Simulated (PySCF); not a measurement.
# C2H3BO2: the cost of one run

Programs: PySCF 2.14.0, with density-fitted response routines of our own. Each step states its level of theory. These are calculated values for one molecule in the gas phase, unless marked as measured. Atoms are numbered from 0 throughout.

## Step 1: The molecule as given

8 atoms, charge 0, multiplicity 1; geometry from: GFN2-xTB. The atoms were then displaced at random by about 0.01 Å, so the start is not that level's minimum.

Bonds of the start (Å): C0–C1 1.23, C1–B2 1.55, B2–O3 1.34, B2–O4 1.35, C0–H5 1.03, O3–H6 0.98, O4–H7 0.94.

## Step 2: Optimising the geometry at PBE0-D3(BJ)/def2-SVP

The job: settings as JSON, then the geometry in Å.

```
{"job": {"xc": "PBE0", "basis": "def2-SVP", "d3": "d3bj", "grid": 1, "shake": 0.01, "kind": "geom"}, "charge": 0, "multiplicity": 1}
C      2.295160     0.171720    -0.034910
C      1.072500     0.089360    -0.021810
B     -0.467680    -0.039600    -0.004750
O     -0.971670    -0.753990     1.005920
O     -1.153510     0.565880    -0.992790
H      3.318320     0.291430    -0.057940
H     -1.950020    -0.829930     1.018590
H     -2.087970     0.485990    -0.964770
```

Run with:

```bash
$ OMP_NUM_THREADS=1 python probes_run.py task.json out
```

The driver reads the jobs from task.json and runs them one after another.

**Question.** How long does this first job take on 1 thread of Arm Neoverse V1, shared host, and how much memory does it need?

About 17 s, with a peak of 0.35 GiB.
